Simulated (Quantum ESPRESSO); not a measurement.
**KPt under changes of volume**

One of the cells (20.844 Å³/atom); the others are scaled copies at fixed shape and fractional positions:

```
Pt K
1.0
     3.00085    0.00000    0.00000
    -1.50042    2.59881    0.00000
     0.00000    0.00000    5.34558
Pt K
1 1
Direct
  0.66667 0.33333 0.00000
  0.00000 0.00000 0.50000
```

The cell comes from a database or a generator and needn't be the stable form of this composition.

- Program: Quantum ESPRESSO 7.5
- Functional: PBE
- Potentials or basis: SSSP 1.3 efficiency PBE
- Cutoff: 816 eV
- Density cutoff: 6531 eV
- k mesh: 10 × 10 × 5
- Occupations: fermi-dirac, width 0.05 eV
- Spin: no spin polarisation

```tsv
volume (Å³/atom)	energy over the lowest point (meV/atom)	pressure (GPa)
19.593	18.41	4.6
20.010	8.29	2.9
20.427	2.32	1.4
20.844	0.00	0.1
21.261	0.91	-1.1
21.678	?	?
22.095	10.90	-3.0
```

Q: What does the run at 21.678 Å³/atom give?

A: Energy over the lowest point 4.66 meV/atom; pressure -2.1 GPa.

Worked out: A Birch-Murnaghan fit of order 3 (a polynomial in V^(-2/3)) to the other rows has its minimum at 20.93 Å³/atom with B0 = V·E''(V) = 60 GPa and B' = 5.3 at fixed shape and positions, which overstates the stiffness. It gives 4.65 meV/atom at 21.678 Å³/atom, against the run's 4.66, and -dE/dV = -1.9 GPa, against -2.1.

Energies are extrapolated to zero smearing.
